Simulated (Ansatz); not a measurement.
# MgCd4S3: the cost of one run

Computed with Ansatz 0.2.0 (DFT PBE, scalar-relativistic, plane waves, PAW, unless a step names another level, unless a step's input says otherwise).

2 further runs of the same task are left out: 2 that didn't finish.

## (1) The system as given

The structure is trigonal, space group P-3m1 (No. 164). The conventional cell has a = 3.845 Å, b = 3.845 Å, c = 14.691 Å, α = 90.00°, β = 90.00°, γ = 120.00°. Around Mg (site symmetry -3m) lie 6 S at 2.66 Å. Around Cd (site symmetry 3m) lie 1 Cd at 2.70 Å and 3 S at 2.73 Å. Around Cd (site symmetry 3m) lie 1 Cd at 2.70 Å and 3 S at 2.74 Å. S (site symmetry -3m) is surrounded by 6 Cd at 2.73 Å. S (site symmetry 3m) is surrounded by 3 Mg at 2.66 Å and 3 Cd at 2.74 Å.

As a file:

```
Mg Cd S
1.0
     3.84498    0.00000    0.00000
    -1.92249    3.32985    0.00000
     0.00000    0.00000   14.69146
Mg Cd S
1 4 3
Direct
  0.00000 0.00000 0.00000
  0.66667 0.33333 0.39191
  0.33333 0.66667 0.60809
  0.66667 0.33333 0.20838
  0.33333 0.66667 0.79162
  0.00000 0.00000 0.50000
  0.33333 0.66667 0.09921
  0.66667 0.33333 0.90079
```

It came out lowest among 29 distinct ends of the trial cells. At a tolerance of 0.02 Å it has space group P-3m1 (No. 164).

## (2) A stricter relaxation, on the response runs' mesh and smearing

input.yaml

```yaml
crystal:
  lattice:
    - [3.8449827946, 0.0, 0.0]
    - [-1.9224913973, 3.3298527772, 0.0]
    - [0.0, 0.0, 14.6914602697]
  atoms:
    - { symbol: Mg, position: [0.0, 0.0, 0.0] }
    - { symbol: Cd, position: [0.6666666667, 0.3333333333, 0.3919100662] }
    - { symbol: Cd, position: [0.3333333333, 0.6666666667, 0.6080899338] }
    - { symbol: Cd, position: [0.6666666667, 0.3333333333, 0.2083766586] }
    - { symbol: Cd, position: [0.3333333333, 0.6666666667, 0.7916233414] }
    - { symbol: S, position: [0.0, 0.0, 0.5] }
    - { symbol: S, position: [0.3333333333, 0.6666666667, 0.0992124231] }
    - { symbol: S, position: [0.6666666667, 0.3333333333, 0.9007875769] }
basis:
  ecutwfc: 420
kpoints:
  mp_grid: { grid: [12, 12, 2] }
hamiltonian:
  xc: pbe
scf:
  occupations: { method: fixed }
output:
  forces: true
  stress: true
  eigenvalues: true
relax:
  adjacent_minimum: "off"
  f_tol: 0.001
  max_steps: 60
  cell: { stress_tol: 0.01 }
```

Command:

```sh
ansatz run input.yaml --threads 3 --pin off --max-ram 7680MiB --backend cpu --events-out ev --progress --plain --runs-dir out
```

**Question.** How long does this run take on 3 threads of Intel Xeon Platinum 8259CL at 2.50GHz (Skylake/Cascade Lake), shared host, and how much memory does it need?

About 46 s, with a peak of 0.76 GiB.
